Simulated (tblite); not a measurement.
# C7H11BO: the cost of one run

The runs use tblite 0.8.0 and PySCF 2.14.0, with density-fitted response routines of our own; the level of theory stands in each step. All values are computed, except where a source is named. Atoms count from 0, in the outputs and in this text.

## 1. The starting structure

20 atoms, charge 0, multiplicity 1; geometry from: force field or distance geometry start.

Bonds of the start (Å): C0–C1 1.21, C1–C2 1.48, C2–B3 1.56, B3–C4 1.61, C4–C5 1.51, C5–C6 1.49, C6–O7 1.39, O7–C8 1.36, C6–C2 1.50, C0–H9 1.07, C2–H10 1.11, B3–H11 1.19, C4–H12 1.11, C4–H13 1.10, C5–H14 1.11, C5–H15 1.12, C6–H16 1.11, C8–H17 1.12, C8–H18 1.08, C8–H19 1.11.

## 2. Geometry optimisation with GFN2-xTB

Job settings and geometry (Å):

```
{"job": {"kind": "relax", "xc": "GFN2-xTB", "basis": "xTB"}, "charge": 0, "multiplicity": 1}
C     -1.541400     2.364400     0.650500
C     -1.112100     1.519900    -0.098200
C     -0.535300     0.484700    -0.986600
B     -1.604200    -0.609000    -1.301700
C     -1.314700    -1.776300    -0.237300
C     -0.199100    -1.216000     0.612000
C      0.544800    -0.266900    -0.260400
O      1.276000     0.705900     0.413600
C      2.597500     0.804000     0.095800
H     -1.938400     3.097100     1.314700
H     -0.123500     0.953500    -1.902600
H     -2.680100    -0.360700    -1.745900
H     -0.985300    -2.690500    -0.771200
H     -2.227100    -2.007800     0.326200
H     -0.590200    -0.783300     1.557200
H      0.432500    -2.100400     0.891600
H      1.179500    -0.836500    -0.974400
H      2.997100     1.637500     0.736000
H      3.174000    -0.106800     0.212200
H      2.645000     1.197800    -0.944200
```

Launch:

```console
$ OMP_NUM_THREADS=1 python probes_run.py task.json out
```

The driver reads the jobs from task.json and runs them one after another.

**Question.** How long does this first job take on 1 thread of Arm Neoverse N1, shared host, and how much memory does it need?

About 1.5 s, with a peak of 0.18 GiB.
